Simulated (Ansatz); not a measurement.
# TaH2Br3: the cost of one run

Computed with Ansatz 0.2.0 (DFT PBE, scalar-relativistic, plane waves, PAW, unless a step's input says otherwise).

1 further run of the same task is left out (it didn't finish).

## Step 1: The system as given

The structure is trigonal, space group P-3m1 (No. 164). Conventional cell: a = 4.831 Å, b = 4.831 Å, c = 7.630 Å, α = 90.00°, β = 90.00°, γ = 120.00°. Ta (site symmetry -3m) is surrounded by 6 H at 3.37 Å and 8 Br at 3.81 to 3.87 Å. H (site symmetry 3m) has 7 Br at 2.90 to 3.39 Å and 3 Ta at 3.37 Å as nearest neighbours. Br (site symmetry 3m) has 4 H at 2.90 to 3.06 Å and 6 Br at 3.01 to 3.60 Å and 3 Ta at 3.87 Å as nearest neighbours. Around Br (site symmetry -3m) lie 6 Br at 3.01 Å and 6 H at 3.39 Å and 2 Ta at 3.81 Å.

As a file:

```cif
data_structure
_symmetry_space_group_name_H-M 'P-3m1'
_symmetry_Int_Tables_number 164
_cell_length_a 4.8313
_cell_length_b 4.8313
_cell_length_c 7.6295
_cell_angle_alpha 90.000
_cell_angle_beta 90.000
_cell_angle_gamma 120.000
_cell_volume 154.22
loop_
_atom_site_label
_atom_site_type_symbol
_atom_site_symmetry_multiplicity
_atom_site_Wyckoff_symbol
_atom_site_fract_x
_atom_site_fract_y
_atom_site_fract_z
_atom_site_occupancy
Ta1 Ta 1 a 0.00000 0.00000 0.00000 1
H1 H 2 d 0.66667 0.33333 0.75259 1
Br1 Br 2 d 0.66667 0.33333 0.35094 1
Br2 Br 1 b 0.00000 0.00000 0.50000 1
```

The cell is invented: species swapped into a database cell of Li3YBi2 (P-3m1, No. 164), with Br on the Li sites, Ta on the Y sites and H on the Bi sites. Lengths come from tabulated atomic sizes and are only a guess.

## Step 2: Probe: one point on a coarse mesh

Input file input.yaml:

```yaml
crystal:
  lattice:
    - [4.83127155, 0.0, 0.0]
    - [-2.41563577, 4.18400389, 0.0]
    - [0.0, 0.0, 7.62953165]
  atoms:
    - { symbol: Ta, position: [0.0, 0.0, 0.0] }
    - { symbol: H, position: [0.66666667, 0.33333333, 0.7525866] }
    - { symbol: H, position: [0.33333333, 0.66666667, 0.2474134] }
    - { symbol: Br, position: [0.66666667, 0.33333333, 0.35093707] }
    - { symbol: Br, position: [0.33333333, 0.66666667, 0.64906293] }
    - { symbol: Br, position: [0.0, 0.0, 0.5] }
basis:
  ecutwfc: 420
kpoints:
  mp_grid: { grid: [6, 6, 2] }
hamiltonian:
  xc: pbe
scf:
  occupations: { method: gaussian, width: 0.1 }
  lower_state_search: "off"
output:
  forces: true
  stress: true
  eigenvalues: true
```

The run is started by

```console
$ ansatz run input.yaml --threads 1 --pin off --max-ram 2560MiB --backend cpu --events-out ev --progress --plain --runs-dir out
```

Q: Estimate wall time and peak memory on 1 thread of Arm Neoverse V2, shared host.

About 2.4 s, with a peak of 0.38 GiB.
